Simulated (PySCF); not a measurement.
# A diatomic session: SnH

One table from this session's results is given with a row withheld; the runs are named, their logs left out.

Computed with PySCF 2.14.0. Level: Sn x2c-TZVPPall, H x2c-TZVPPall, spin-free X2C with a Gaussian nucleus.

Set-up of the first run:

The job is set up so:

- atoms: Sn, H
- charge: 0
- basis: Sn x2c-TZVPPall, H x2c-TZVPPall
- Hamiltonian: spin-free X2C with a Gaussian nucleus
- basis functions: 74
- electrons treated: 51
- masses in u: 119.9022, 1.0078
- levels: PBE0, PBE, r²SCAN, r²SCANh, B2PLYP, BP86, M06-2X, ωB97X-V, HF, MP2, SCS-MP2, CCSD, CCSD(T)
- grid: 80 radial by 434 angular points
- occupations: held fixed by the projection of orbital angular momentum
- dissociation limit: Sn + H, each in its ground configuration
- starting distance in angstrom: 1.670
- values of 2S to try: 1, 3

Run with:

```bash
> OMP_NUM_THREADS=1 python dia.py task.json out
```

Steps of the session up to this table: Set-up; First curve: PBE0; Higher solutions at PBE0; PBE (GGA); r²SCAN (meta-GGA); r²SCANh (hybrid meta-GGA); B2PLYP; BP86; M06-2X (hybrid meta-GGA); ωB97X-V (range-separated hybrid); UHF (mean field); Adding correlation.

One table of the session follows, with a row left open; its other results are not shown here.

It belongs to the step «The curves together». Energy (eV) from each level's lowest point:

```
R (Å)    UHF  UHF-MP2  UHF-SCS-MP2  UHF-CCSD  UHF-CCSD(T)
1.532  0.466    0.388        0.410       n/a          n/a
1.603  0.206    0.158        0.173     0.183        0.186
1.674  0.061    0.036        0.044     0.051        0.053
1.728  0.011    0.000        0.003     0.007        0.008
1.781  0.000    0.001        0.000     0.000        0.000
1.834      ?        ?            ?         ?            ?
1.906  0.091    0.111        0.100     0.091        0.086
1.995  0.225    0.253        0.235     0.218        0.210
2.102  0.433    0.465        0.441     0.412        0.398
2.244  0.750    0.803        0.783       n/a          n/a
```

Q: Estimate the row for R (Å) = 1.834 from the others.

Worked estimate for «UHF». A straight line through the neighbours (1.781, 0.000) and (1.906, 0.091) gives 0.000 + (0.091 − 0.000) × (1.834 − 1.781) / (1.906 − 1.781) = 0.039; a parabola fitted to 4 rows on both sides gives 0.024.

The run gave: UHF: 0.022; UHF-MP2: 0.033; UHF-SCS-MP2: 0.027; UHF-CCSD: 0.023; UHF-CCSD(T): 0.022. In «UHF» the line misses by +0.017 and the parabola by +0.002.
